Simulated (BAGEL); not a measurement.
**SiNH4O2F (SMILES N[Si](O)(O)F): HF/cc-pVDZ (density fitting with qzvpp-jkfit)**

Aim: the vertical singlet–triplet gap of SiNH4O2F at HF/cc-pVDZ (density fitting with qzvpp-jkfit), from 2 runs. 

The calculation is run with BAGEL 1.2.2.

**1. The structure to begin with**

The species is SiNH4O2F (9 atoms), meant as a singlet with charge 0. As SMILES, `N[Si](O)(O)F`. Geometry: relaxed at PBE0-D4/def2-TZVP. This is one conformer, not always the lowest.

Bond lengths: N1–Si2 1.687 Å, Si2–O3 1.629 Å, Si2–O4 1.629 Å, Si2–F5 1.593 Å, N1–H6 1.005 Å, N1–H7 1.006 Å, O3–H8 0.958 Å, O4–H9 0.958 Å. Some angles: N1–Si2–O3 105.4°, N1–Si2–O4 110.7°, N1–Si2–F5 115.6°, O3–Si2–O4 115.7°, O3–Si2–F5 107.5°, O4–Si2–F5 102.2°, Si2–N1–H6 121.5°, Si2–N1–H7 120.8°, Si2–O3–H8 117.1°, Si2–O4–H9 116.2°.

**2. The energy at HF/cc-pVDZ (density fitting with qzvpp-jkfit)**

Contents of calc.json:

```json
{ "bagel" : [

{
  "title" : "molecule",
  "basis" : "cc-pvdz.json",
  "df_basis" : "qzvpp-jkfit",
  "angstrom" : true,
  "geometry" : [
    { "atom" : "N", "xyz" : [   -0.604600,    0.416500,   -1.168500 ] },
    { "atom" : "Si", "xyz" : [    0.279400,    0.083100,    0.229100 ] },
    { "atom" : "O", "xyz" : [    0.807700,   -1.448100,    0.051700 ] },
    { "atom" : "O", "xyz" : [   -0.615900,    0.372400,    1.559000 ] },
    { "atom" : "F", "xyz" : [    1.555000,    1.005700,    0.473300 ] },
    { "atom" : "H", "xyz" : [   -1.149100,    1.257000,   -1.257600 ] },
    { "atom" : "H", "xyz" : [   -0.316200,    0.050400,   -2.059800 ] },
    { "atom" : "H", "xyz" : [    1.589200,   -1.699800,    0.545000 ] },
    { "atom" : "H", "xyz" : [   -1.456800,   -0.083500,    1.610700 ] }
  ]
},
{
  "title" : "hf"
},
{
  "title" : "print",
  "file" : "orbitals.molden",
  "orbitals" : true
}

]}
```

The basis set cc-pVDZ is read from a file made from the Basis Set Exchange's data (not shown).

The run is started by

```sh
$ BAGEL_NUM_THREADS=1 BAGEL calc.json > calc.out
```

The log of the run:

```text
* using 1 threads per process

  ===============================================================
  ===============================================================

  *** Geometry ***

  { "atom" : "N", "xyz" : [     -1.142528,      0.787071,     -2.208145 ] },
  { "atom" : "Si", "xyz" : [      0.527989,      0.157036,      0.432936 ] },
  { "atom" : "O", "xyz" : [      1.526332,     -2.736512,      0.097699 ] },
  { "atom" : "O", "xyz" : [     -1.163882,      0.703734,      2.946083 ] },
  { "atom" : "F", "xyz" : [      2.938524,      1.900498,      0.894407 ] },
  { "atom" : "H", "xyz" : [     -2.171484,      2.375386,     -2.376520 ] },
  { "atom" : "H", "xyz" : [     -0.597531,      0.095242,     -3.892458 ] },
  { "atom" : "H", "xyz" : [      3.003153,     -3.212156,      1.029901 ] },
  { "atom" : "H", "xyz" : [     -2.752953,     -0.157792,      3.043782 ] },

  Number of auxiliary basis functions:      508

  Since a DF basis is specified, we compute 2- and 3-index integrals:
    o Being stored without compression. Storage requirement is 0.036 GB

  Number of basis functions:       94
  Number of electrons      :       50

    * METHOD: MOLECULE                             0.29

  *** RHF ***

  === Nuclear Repulsion ===
   268.0707843264

      * DIIS with orbital gradients will be used.

  === RHF iteration (cc-pvdz.json) ===
      0       -594.65530428          0.01991913           0.09
      1       -594.95735228          0.01180175           0.08
      2       -595.08082358          0.00112573           0.08
      3       -595.08189917          0.00036869           0.08
      4       -595.08200271          0.00009655           0.09
      5       -595.08201093          0.00002099           0.08
      6       -595.08201141          0.00000678           0.08
      7       -595.08201148          0.00000135           0.08
      8       -595.08201148          0.00000061           0.08
      9       -595.08201148          0.00000018           0.09
     10       -595.08201148          0.00000005           0.08
     11       -595.08201148          0.00000002           0.08
     12       -595.08201148          0.00000001           0.08
    * SCF iteration converged.

    * Permanent dipole moment:
           (    0.535686,     0.342423,     0.419269) a.u.

    * METHOD: HF                                   1.30

    * METHOD: PRINT                                0.02

  ===============================================================
```

It took 1.8 s on 1 thread of Arm Neoverse V1, shared host; peak memory 0.14 GiB.

**3. The triplet, same level**

Contents of job.json:

```json
{ "bagel": [

{
  "title": "molecule",
  "basis": "cc-pvdz.json",
  "df_basis": "qzvpp-jkfit",
  "angstrom": "true",
  "geometry": [
    { "atom": "N", "xyz": [   -0.604600,    0.416500,   -1.168500 ] },
    { "atom": "Si", "xyz": [    0.279400,    0.083100,    0.229100 ] },
    { "atom": "O", "xyz": [    0.807700,   -1.448100,    0.051700 ] },
    { "atom": "O", "xyz": [   -0.615900,    0.372400,    1.559000 ] },
    { "atom": "F", "xyz": [    1.555000,    1.005700,    0.473300 ] },
    { "atom": "H", "xyz": [   -1.149100,    1.257000,   -1.257600 ] },
    { "atom": "H", "xyz": [   -0.316200,    0.050400,   -2.059800 ] },
    { "atom": "H", "xyz": [    1.589200,   -1.699800,    0.545000 ] },
    { "atom": "H", "xyz": [   -1.456800,   -0.083500,    1.610700 ] }
  ]
},
{
  "title": "uhf",
  "nopen": 2
},
{
  "title": "print",
  "file": "orbitals.molden",
  "orbitals": "true"
}

]}
```

The basis set cc-pVDZ is read from a file made from the Basis Set Exchange's data (not shown).

The run is started by

```sh
$ BAGEL_NUM_THREADS=1 BAGEL job.json > job.out
```

The log of the run:

```text
* using 1 threads per process

  ===============================================================
  ===============================================================

  *** Geometry ***

  { "atom" : "N", "xyz" : [     -1.142528,      0.787071,     -2.208145 ] },
  { "atom" : "Si", "xyz" : [      0.527989,      0.157036,      0.432936 ] },
  { "atom" : "O", "xyz" : [      1.526332,     -2.736512,      0.097699 ] },
  { "atom" : "O", "xyz" : [     -1.163882,      0.703734,      2.946083 ] },
  { "atom" : "F", "xyz" : [      2.938524,      1.900498,      0.894407 ] },
  { "atom" : "H", "xyz" : [     -2.171484,      2.375386,     -2.376520 ] },
  { "atom" : "H", "xyz" : [     -0.597531,      0.095242,     -3.892458 ] },
  { "atom" : "H", "xyz" : [      3.003153,     -3.212156,      1.029901 ] },
  { "atom" : "H", "xyz" : [     -2.752953,     -0.157792,      3.043782 ] },

  Number of auxiliary basis functions:      508

  Since a DF basis is specified, we compute 2- and 3-index integrals:
    o Being stored without compression. Storage requirement is 0.036 GB

  Number of basis functions:       94
  Number of electrons      :       50

    * METHOD: MOLECULE                             0.29

  *** Open-shell HF ***

  === Nuclear Repulsion ===
   268.0707843264

      * DIIS with orbital gradients will be used.

  === UHF iteration (cc-pvdz.json) ===
      0       -594.34425229          0.03742010           0.17
      1       -594.64567099          0.02741053           0.17
      2       -594.75793858          0.01570433           0.17
      3       -594.82605784          0.00184721           0.17
      4       -594.83095988          0.00096664           0.17
      5       -594.83257317          0.00046071           0.17
      6       -594.83325997          0.00017970           0.17
      7       -594.83331087          0.00011007           0.17
      8       -594.83333462          0.00003690           0.17
      9       -594.83333857          0.00002377           0.16
     10       -594.83333966          0.00001625           0.16
     11       -594.83334060          0.00001281           0.17
     12       -594.83334130          0.00000969           0.16
     13       -594.83334188          0.00000590           0.16
     14       -594.83334204          0.00000295           0.16
     15       -594.83334207          0.00000128           0.16
     16       -594.83334207          0.00000063           0.16
     17       -594.83334207          0.00000031           0.16
     18       -594.83334207          0.00000015           0.16
     19       -594.83334207          0.00000007           0.16
     20       -594.83334207          0.00000005           0.17
     21       -594.83334207          0.00000003           0.16
     22       -594.83334207          0.00000002           0.16
     23       -594.83334207          0.00000001           0.16
     24       -594.83334207          0.00000001           0.17
    * SCF iteration converged.

    * S^2 (UHF) is 2.0068

    * Permanent dipole moment:
           (    0.130598,     0.967647,    -0.437566) a.u.

    * METHOD: UHF                                  4.33

    * METHOD: PRINT                                0.02

  ===============================================================
```

It took 4.8 s on 1 thread of Arm Neoverse V1, shared host; peak memory 0.14 GiB.

**4. What came out**

At HF/cc-pVDZ (density fitting with qzvpp-jkfit):

```
                                        quantity          value
                           singlet: total energy  -595.08201 Eh
                          singlet: dipole moment         1.94 D
                            singlet: HOMO energy      -11.63 eV
                            singlet: LUMO energy        4.43 eV
                          singlet: HOMO–LUMO gap       16.06 eV
                           triplet: total energy  -594.83334 Eh
                          triplet: dipole moment         2.72 D
                                   triplet: ⟨S²⟩          2.007
vertical energy of the triplet above the singlet       6.767 eV
```

**Reading.** At this shape the triplet lies 6.77 eV (653 kJ/mol) above the singlet.
